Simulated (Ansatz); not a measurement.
**BrH2NSn: vertical ionisation energy**

Aim: the vertical ionisation energy of BrH2NSn, as cation minus neutral at the neutral's geometry, on several levels, and how well −ε(HOMO) stands in for it.

Program: Ansatz 0.2.0, Gaussian basis. Level of theory: unrestricted cation, the program's frozen cores in correlated methods. These are calculated values, not measurements.

Plan: UKS PBE-D4/def2-TZVPP; UKS r2SCAN-D4/def2-TZVPP; UKS PBE0-D4/def2-TZVPP; UKS B3LYP-D4/def2-TZVPP; UKS wB97X-V/def2-TZVPP; UKS wB97M-V/def2-TZVPP; UKS B2PLYP/def2-TZVPP; UHF-CCSD(T)/def2-TZVPP; UHF-CCSD(T)/def2-QZVPP; extrapolation to the limit; then −ε(HOMO) from the neutral's earlier runs with LDA (SPW92), PBE-D4, revPBE-D4, BLYP-D4, r2SCAN-D4, B97M-V, PBE0-D4, B3LYP-D4, r2SCANh-D4, r2SCAN0-D4, HSE06-D4, BHLYP-D4, CAM-B3LYP-D4, LC-ωPBE, ωB97X-V, ωB97M-V.

## Step 1: The relaxed structure

All runs share one geometry, relaxed beforehand with PBE0-D4 in a triple-zeta def2 set. Sn takes the def2 core potential; no spin-orbit term is included.

SMILES `[NH2][Sn][Br]`, 5 atoms, charge 0, spin multiplicity 1.

Atoms are counted from 1 here; the program's logs count them from 0.

Bond lengths: N1–Sn2 2.005 Å, N1–H4 1.009 Å, N1–H5 1.009 Å, Sn2–Br3 2.543 Å. Angles: Sn2–N1–H4 123.5°, Sn2–N1–H5 124.4°, H4–N1–H5 112.1°, N1–Sn2–Br3 93.7°.

Coordinates:

```mol
BrH2NSn
  3D, bonds by distance, orders not assigned

  5  4  0  0  0  0  0  0  0  0999 V2000
   -0.6008    0.2631   -0.4337 N   0  0
   -0.2305   -0.9732    1.1002 Sn  0  0
    2.2819   -0.5870    1.0220 Br  0  0
    0.1192    0.7696   -0.9275 H   0  0
   -1.5200    0.4539   -0.8022 H   0  0
  1  2  8  0
  2  3  8  0
  1  4  8  0
  1  5  8  0
M  END
```

## Step 2: Cation, UKS PBE-D4/def2-TZVPP

Input file in.yaml:

```yaml
crystal:
  periodic: [false, false, false]
  atoms:
    - {symbol: N, position_ang: [-0.600753, 0.263108, -0.433670]}
    - {symbol: Sn, position_ang: [-0.230479, -0.973198, 1.100168]}
    - {symbol: Br, position_ang: [2.281932, -0.587026, 1.021963]}
    - {symbol: H, position_ang: [0.119186, 0.769634, -0.927544]}
    - {symbol: H, position_ang: [-1.519984, 0.453881, -0.802218]}
basis:
  gaussian: {orbitals: def2-TZVPP}
total_charge: 1
magnetization: {spin_polarized: true, initial_magnetization: 1}
hamiltonian: {xc: pbe, dispersion: d4}
```

Command:

```
$ ansatz run in.yaml --threads 2 --pin off --events-out ev --progress --plain --max-ram 32768MiB --backend cpu
```

The runs that follow: Cation, UKS r2SCAN-D4/def2-TZVPP; Cation, UKS PBE0-D4/def2-TZVPP; Cation, UKS B3LYP-D4/def2-TZVPP; Cation, UKS wB97X-V/def2-TZVPP; Cation, UKS wB97M-V/def2-TZVPP; Cation, UKS B2PLYP (frozen core)/def2-TZVPP; Cation, UHF-CCSD(T)/def2-TZVPP; Cation, UHF-CCSD(T)/def2-QZVPP.

**Question.** What will the summary of the whole plan be? Wanted: ionisation energy, CCSD(T)/CBS; nearest functional by difference; nearest −ε(HOMO); −ε(HOMO) of PBE; T1 of the cation.

The runs gave:

| quantity | value |
| --- | --- |
| ionisation energy, CCSD(T)/CBS | 9.83 eV |
| nearest functional by difference | B2PLYP (-0.19 eV) |
| nearest −ε(HOMO) | LC-ωPBE (-0.04 eV) |
| −ε(HOMO) of PBE | 6.30 eV |
| T1 of the cation | 0.025 |

In words: By cation minus neutral, the functionals miss by 0.66 eV at most. The PBE orbital energy is 3.5 eV too small: a semilocal HOMO is no ionisation energy. Among orbital estimates LC-ωPBE comes nearest. Hartree-Fock falls 1.58 eV short, as the neutral has more correlation energy than the cation. Correlated methods include outer-core shells of Br, Sn, which these sets cover unevenly. With outer-core shells in play the reference is unsure by up to some tenths of an eV, so close misses can't be ranked.
